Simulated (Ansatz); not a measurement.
**C₃H₄BCl: how energies converge with the basis set**

An exercise on one series of results from a longer session: the logs are not shown, and one member is left open.

Program: Ansatz 0.2.0, Gaussian basis. Level of theory: one geometry, several basis sets. These are calculated values, not measurements.

Plan: PBE0-D4/def2-SVP; ωB97M-V/def2-SVP; PBE0-D4/def2-QZVPP; ωB97M-V/def2-QZVPP; the functionals' def2-TZVPP values are taken from earlier runs.

### The geometry

The geometry comes from an earlier relaxation with PBE0-D4 in a triple-zeta def2 set; it is a stationary point, not always the lowest conformer.

SMILES `ClC1=CCB1`, 9 atoms, charge 0, spin multiplicity 1.

Atoms are counted from 1 here; the program's logs count them from 0.

Bond lengths: Cl1–C2 1.692 Å, C2–C3 1.361 Å, C2–B5 1.503 Å, C3–C4 1.501 Å, C3–H6 1.089 Å, C4–B5 1.592 Å, C4–H7 1.090 Å, C4–H8 1.087 Å, B5–H9 1.191 Å. Angles: Cl1–C2–C3 130.2°, Cl1–C2–B5 142.3°, C3–C2–B5 80.2°, C2–C3–C4 102.3°, C2–C3–H6 128.6°, C4–C3–H6 127.8°, C3–C4–B5 73.3°, C3–C4–H7 117.0°, C3–C4–H8 113.5°, B5–C4–H7 119.6°, B5–C4–H8 116.8°, H7–C4–H8 111.6°, C2–B5–C4 92.1°, C2–B5–H9 130.7°, C4–B5–H9 131.7°.

The first run:

Input file in.yaml:

```yaml
crystal:
  periodic: [false, false, false]
  atoms:
    - {symbol: Cl, position_ang: [1.189921, 2.520996, 0.492164]}
    - {symbol: C, position_ang: [0.344389, 1.108922, 0.099438]}
    - {symbol: C, position_ang: [0.805891, -0.123559, -0.246539]}
    - {symbol: C, position_ang: [-0.464065, -0.871592, -0.529004]}
    - {symbol: B, position_ang: [-0.830038, 0.269383, 0.519143]}
    - {symbol: H, position_ang: [1.809069, -0.531747, -0.129032]}
    - {symbol: H, position_ang: [-0.501299, -1.916871, -0.222333]}
    - {symbol: H, position_ang: [-0.828494, -0.740074, -1.544600]}
    - {symbol: H, position_ang: [-1.436875, 0.238142, 1.543563]}
basis:
  gaussian: {orbitals: def2-SVP}
hamiltonian: {xc: pbe0, dispersion: d4}
output: {orbitals: {seedname: orbitals}}
```

On the command line:

```
ansatz run in.yaml --threads 2 --pin off --events-out ev --progress --plain --max-ram 4352MiB
```

Steps of the session up to this table: PBE0-D4 in def2-SVP; ωB97M-V in def2-SVP; PBE0-D4 in def2-QZVPP; ωB97M-V in def2-QZVPP.

One of the session's tables, all rows but one given; the rest of the session is left out.

It belongs to the step «Density functionals: the series». 

```
functional       basis  HOMO (eV)
   PBE0-D4    def2-SVP      -7.55
   PBE0-D4  def2-TZVPP      -7.62
   PBE0-D4  def2-QZVPP      -7.64
   ωB97M-V    def2-SVP      -9.66
   ωB97M-V  def2-TZVPP      -9.75
   ωB97M-V  def2-QZVPP          ?
```

Q: Estimate the row for ωB97M-V, def2-QZVPP from the others.

The run gave: HOMO (eV): -9.77. In the column «HOMO (eV)» it is the lowest.
